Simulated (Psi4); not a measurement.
**WCl4O (SMILES O=[W](Cl)(Cl)(Cl)Cl) at BLYP/def2-SVP (core potential)**

What is the energy change on altering one bond length of WCl4O at BLYP/def2-SVP (core potential)? 

Program for the calculation: Psi4 1.11.

### 1 The molecule

WCl4O: 6 atoms, total charge 0, spin state singlet. SMILES: `O=[W](Cl)(Cl)(Cl)Cl`. The shape is that of a PBE0-D4/def2-TZVP optimisation.

Bond lengths: O1–W2 1.668 Å, W2–Cl3 2.287 Å, W2–Cl4 2.287 Å, W2–Cl5 2.287 Å, W2–Cl6 2.287 Å. Angles: O1–W2–Cl3 104.0°, O1–W2–Cl4 103.9°, O1–W2–Cl5 103.9°, O1–W2–Cl6 103.9°, Cl3–W2–Cl4 152.1°, Cl3–W2–Cl5 86.7°, Cl3–W2–Cl6 86.7°, Cl4–W2–Cl5 86.7°, Cl4–W2–Cl6 86.7°, Cl5–W2–Cl6 152.1°.

### 2 Energy and gradient at BLYP/def2-SVP (core potential)

Contents of input.inp:

```
memory 2.2 GB

molecule {
  O     -0.010050    -1.747150     0.186510
  W     -0.000510    -0.089070     0.009510
  Cl     1.915280     0.567920     1.072290
  Cl    -1.910010     0.350500    -1.170330
  Cl     1.129180     0.249450    -1.950250
  Cl    -1.123900     0.668360     1.852270
  symmetry c1
  no_reorient
  no_com
}

set globals {
  reference rks
  puream true
  e_convergence 1e-09
  d_convergence 1e-08
  scf_type pk
  dft_radial_points 99
  dft_spherical_points 590
}

e, wfn = gradient("blyp/def2-SVP", return_wfn=True)
```

Launch:

```sh
psi4 -i input.inp -o input.out -n 1
```

input.out:

```text
[...]
    !!!  WARNING: ECP capability is in beta. Please check occupations closely.  !!!
[...]
  Running in c1 symmetry.
[...]
  Nuclear repulsion =  611.276188558366357
[...]
  Multiplicity = 1
[...]
  Nalpha       = 45
  Nbeta        = 45
[...]
    Number of basis functions: 118
[...]
   @RKS iter   1: -1981.84487477375251    2.76690e-01   1.14985e-02 DIIS/ADIIS
[...]
   @RKS iter  16: -1982.69578522102756   -1.81899e-12   9.19116e-09 DIIS
[...]
    Orbital Energies [Eh]
    ---------------------
    Doubly Occupied:
       1A   -100.728247     2A   -100.728232     3A   -100.728217
       4A   -100.728211     5A    -18.864824     6A     -9.195989
       7A     -9.195974     8A     -9.195972     9A     -9.195967
      10A     -7.030556    11A     -7.030528    12A     -7.030522
      13A     -7.030516    14A     -7.026041    15A     -7.026025
      16A     -7.026020    17A     -7.026014    18A     -7.025792
      19A     -7.025788    20A     -7.025786    21A     -7.025782
      22A     -2.983868    23A     -1.681950    24A     -1.666373
      25A     -1.666373    26A     -0.879452    27A     -0.775743
      28A     -0.753929    29A     -0.749999    30A     -0.749992
      31A     -0.416875    32A     -0.413877    33A     -0.413876
      34A     -0.404282    35A     -0.398589    36A     -0.386273
[...]
  @RKS Final Energy: -1982.69578522102756
   => Energetics <=
    Nuclear Repulsion Energy =            611.2761885583663570
    One-Electron Energy =               -3976.0403679506493972
    Two-Electron Energy =                1511.2229605939094199
    DFT Exchange-Correlation Energy =    -129.1545664226539714
    Empirical Dispersion Energy =           0.0000000000000000
    VV10 Nonlocal Energy =                  0.0000000000000000
    Total Energy =                      -1982.6957852210275632
[...]
 Multipole Moments:
 ------------------------------------------------------------------------------------
     Multipole            Electronic (a.u.)      Nuclear  (a.u.)        Total (a.u.)
 ------------------------------------------------------------------------------------
 L = 1.  Multiply by 2.5417464519 to convert [e a0] to [Debye]
 Dipole X            :         -0.1719672            0.1734958            0.0015286
 Dipole Y            :        -29.9591599           30.2199900            0.2608301
 Dipole Z            :          3.1981474           -3.2259893           -0.0278419
 Magnitude           :                                                    0.2623163
[...]
  -Total Gradient:
     Atom            X                  Y                   Z
    ------   -----------------  -----------------  -----------------
       1        0.000272270564     0.047380505028    -0.005058779860
       2       -0.000167842988    -0.029746334257     0.003176918923
       3       -0.017710694696    -0.005414110825    -0.009898930390
       4        0.017656927495    -0.003403357062     0.010839031783
       5       -0.010442177595    -0.002470257008     0.018048340351
       6        0.010391546669    -0.006342493561    -0.017107005249
[...]
```

It took 49 s on 1 thread of Intel Xeon Platinum 8259CL at 2.50GHz (Skylake/Cascade Lake), shared host; peak memory 0.69 GiB.

### 3 The distorted shape

Contents of run.py:

```python
import psi4

psi4.set_memory(2200000000)
psi4.set_num_threads(1)
psi4.set_output_file('psi4.out', False)

geom = psi4.geometry("""
0 1
O     -0.02169595    -3.77171382     0.40263450
W     -0.00096376    -0.16831791     0.01797130
Cl     3.61935465     1.07321326     2.02633443
Cl    -3.60939580     0.66234901    -2.21160318
Cl     2.13384095     0.47139218    -3.68543837
Cl    -2.12386319     1.26301735     3.50028301
units bohr
symmetry c1
no_reorient
no_com
""")

options = {'basis': 'def2-SVP', 'puream': True, 'e_convergence': 1e-09, 'd_convergence': 1e-08, 'scf_type': 'pk', 'dft_radial_points': 99, 'dft_spherical_points': 590}
psi4.set_options(options)

E = psi4.gradient("blyp", molecule=geom)
print('gradient / Eh bohr^-1')
print(E.np.round(6))
for k, v in sorted(psi4.core.scalar_variables().items()):
    print(f'{k:45s} {v:18.10f}')
```

Launch:

```sh
python run.py
```

psi4.out, cut to the lines that bear on the results:

```text
[...]
    !!!  WARNING: ECP capability is in beta. Please check occupations closely.  !!!
[...]
  Running in c1 symmetry.
[...]
  Nuclear repulsion =  601.623362095466405
[...]
  Multiplicity = 1
[...]
  Nalpha       = 45
  Nbeta        = 45
[...]
    Number of basis functions: 118
[...]
   @RKS iter   1: -1981.63310500495800    4.06671e-01   1.19607e-02 ADIIS/DIIS
[...]
   @RKS iter  16: -1982.66796888039789   -5.45697e-12   5.65714e-09 DIIS
[...]
  @RKS Final Energy: -1982.66796888039789
   => Energetics <=
    Nuclear Repulsion Energy =            601.6233620954664048
    One-Electron Energy =               -3956.7118872583478151
    Two-Electron Energy =                1501.4400552291774602
    DFT Exchange-Correlation Energy =    -129.0194989466938864
    Empirical Dispersion Energy =           0.0000000000000000
    VV10 Nonlocal Energy =                  0.0000000000000000
    Total Energy =                      -1982.6679688803978934
[...]
 Multipole Moments:
 ------------------------------------------------------------------------------------
     Multipole            Electronic (a.u.)      Nuclear  (a.u.)        Total (a.u.)
 ------------------------------------------------------------------------------------
 L = 1.  Multiply by 2.5417464519 to convert [e a0] to [Debye]
 Dipole X            :         -0.1479166            0.1518621            0.0039455
 Dipole Y            :        -25.7782437           26.4593593            0.6811156
 Dipole Z            :          2.7518277           -2.8245357           -0.0727080
 Magnitude           :                                                    0.6849967
[...]
  -Total Gradient:
     Atom            X                  Y                   Z
    ------   -----------------  -----------------  -----------------
       1       -0.000714904540    -0.124211871483     0.013258999492
       2        0.000812650096     0.140699602720    -0.015018507759
       3       -0.013656460683    -0.004896359389    -0.007553706186
       4        0.013606075272    -0.003346208111     0.008432496911
       5       -0.008053860971    -0.002626302544     0.013989701862
       6        0.008006551436    -0.005611156083    -0.013109810863
[...]
```

On the terminal:

```text
gradient / Eh bohr^-1
[[-0.000715 -0.124212  0.013259]
 [ 0.000813  0.1407   -0.015019]
 [-0.013656 -0.004896 -0.007554]
 [ 0.013606 -0.003346  0.008432]
 [-0.008054 -0.002626  0.01399 ]
 [ 0.008007 -0.005611 -0.01311 ]]
CURRENT ENERGY                                  -1982.6679688804
CURRENT REFERENCE ENERGY                        -1982.6679688804
DD SOLVATION ENERGY                                 0.0000000000
DFT FUNCTIONAL TOTAL ENERGY                     -1982.6679688804
DFT TOTAL ENERGY                                -1982.6679688804
DFT VV10 ENERGY                                     0.0000000000
DFT XC ENERGY                                    -129.0194989467
GRID ELECTRONS ALPHA                               45.0000005313
GRID ELECTRONS BETA                                45.0000005313
GRID ELECTRONS TOTAL                               90.0000010626
NUCLEAR REPULSION ENERGY                          601.6233620955
ONE-ELECTRON ENERGY                             -3956.7118872583
PCM POLARIZATION ENERGY                             0.0000000000
PE ENERGY                                           0.0000000000
SCF ITERATION ENERGY                            -1982.6679688804
SCF ITERATIONS                                     16.0000000000
SCF TOTAL ENERGY                                -1982.6679688804
TWO-ELECTRON ENERGY                              1501.4400552292
XC GRID RADIAL POINTS                              99.0000000000
XC GRID SPHERICAL POINTS                          590.0000000000
XC GRID TOTAL POINTS                           333187.0000000000
```

It took 48 s on 1 thread of Intel Xeon Platinum 8259CL at 2.50GHz (Skylake/Cascade Lake), shared host; peak memory 0.69 GiB.

### 4 Summary of results

Level: BLYP/def2-SVP (core potential).

| quantity | value |
| --- | --- |
| first shape: total energy | -1982.69579 Eh |
| first shape: dipole moment | 0.67 D |
| first shape: HOMO energy | -7.31 eV |
| first shape: LUMO energy | -5.26 eV |
| first shape: HOMO–LUMO gap | 2.06 eV |
| first shape: largest force on an atom | 2.450 eV/Å |
| distorted shape: total energy | -1982.66797 Eh |
| distorted shape: dipole moment | 1.74 D |
| distorted shape: HOMO energy | -7.49 eV |
| distorted shape: LUMO energy | -5.38 eV |
| distorted shape: HOMO–LUMO gap | 2.11 eV |
| distorted shape: largest force on an atom | 7.276 eV/Å |
| energy change with the O1–W2 bond stretched from 1.668 to 1.918 Å | 0.757 eV |

With the O1–W2 bond stretched from 1.668 to 1.918 Å the energy rises by 0.76 eV (17.5 kcal/mol). The first shape isn't relaxed at this level, so the change isn't measured from a minimum. The largest force (first shape) is 2.45 eV/Å: the shape isn't a stationary point for this species at this level.
